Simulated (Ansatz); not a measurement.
# CoPtO2: how the settings move a single-point run

Aim: see which settings change the result for CoPtO2, by how much, and at what cost.

Program: Ansatz 0.2.0. Level of theory: reference: DFT, PBE, PAW with Ansatz's default frozen-core files, scalar-relativistic. These are calculated values, not measurements.

## (1) The system as given

Symmetry: R-3m, No. 166, trigonal system. Conventional cell: a = 2.825 Å, b = 2.825 Å, c = 17.818 Å, α = 90.00°, β = 90.00°, γ = 120.00°. Around Co (site symmetry -3m) lie 6 O at 1.90 Å. Pt (site symmetry -3m) has 2 O at 2.00 Å in its first shell of neighbours. O (site symmetry 3m) has 3 Co at 1.90 Å and 1 Pt at 2.00 Å in its first shell of neighbours.

Structure file:

```cif
data_structure
_symmetry_space_group_name_H-M 'P 1'
_symmetry_Int_Tables_number 1
_cell_length_a 6.1592
_cell_length_b 6.1592
_cell_length_c 6.1592
_cell_angle_alpha 26.511
_cell_angle_beta 26.511
_cell_angle_gamma 26.511
_cell_volume 41.04
loop_
_atom_site_label
_atom_site_type_symbol
_atom_site_fract_x
_atom_site_fract_y
_atom_site_fract_z
_atom_site_occupancy
Co1 Co 0.50000 0.50000 0.50000 1
Pt1 Pt 0.00000 0.00000 0.00000 1
O1 O 0.88776 0.88776 0.88776 1
O2 O 0.11224 0.11224 0.11224 1
```

## (2) The reference run

Input file input.yaml:

```yaml
crystal:
  lattice:
    - [1.4122699173, 0.8153744169, 5.9393891094]
    - [-1.4122699173, 0.8153744169, 5.9393891094]
    - [0.0, -1.6307488338, 5.9393891094]
  atoms:
    - { symbol: Co, position: [0.5, 0.5, 0.5], spin: 2.0 }
    - { symbol: Pt, position: [0.0, 0.0, 0.0], spin: 0.6 }
    - { symbol: O, position: [0.88775597, 0.88775597, 0.88775597] }
    - { symbol: O, position: [0.11224403, 0.11224403, 0.11224403] }
magnetization:
  spin_polarized: true
kpoints:
  mp_grid: { grid: [12, 12, 12] }
scf:
  occupations: { method: fermi_dirac, width: 0.05 }
hamiltonian:
  xc: pbe
  pseudopotentials: { kind: paw }
output:
  forces: true
  stress: true
  eigenvalues: true
  hubbard: { sites: [{ species: Co, l: d }, { species: Pt, l: d }] }
  populations: true
```

Started as:

```sh
$ ansatz run input.yaml --threads 2 --pin off --max-ram 6144MiB --backend cpu --events-out ev --progress --plain --runs-dir out
```

## (3) Changed: xc_grid 3

input.yaml, as its differences from that of step 2:

```diff
@@ -23,3 +23,4 @@
   eigenvalues: true
-  hubbard: { sites: [{ species: Co, l: d }, { species: Pt, l: d }] }
   populations: true
+basis:
+  xc_grid: 3
```

What does the calculation give? Wanted: for each run, ending; energy change; pressure; gap; force.

**Answer**, as computed:

```csv
run,ending,energy change,pressure (GPa),gap (eV),force (eV/Å),cycles,time
reference,converged,0,6.3,0.00,0.04,13,11 s
1: xc_grid 3,converged,0.0 meV/atom,6.3,0.00,0.04,13,9.9 s
```

Times don't compare one to one where runs were asked for different outputs or read a saved state (see the inputs); cycles may leave out searches for a lower state.

Residual by cycle in the longest SCF loop of each run; runs are numbered as in the table. The quantity is the density residual dr2, in eV.

```csv
cycle,reference,run 1
1,4.71,4.71
2,1.47,1.47
3,1.9,1.9
4,0.0895,0.0895
5,0.022,0.022
6,0.0156,0.0156
8,1.5e-4,1.5e-4
9,1.7e-5,1.7e-5
10,2.8e-7,2.8e-7
11,1.1e-7,1.1e-7
12,5.8e-9,5.6e-9
13,5.9e-9,5.9e-9
```

What this shows: Changing the numerical grids hardly moves the energy: 0.0 meV/atom.
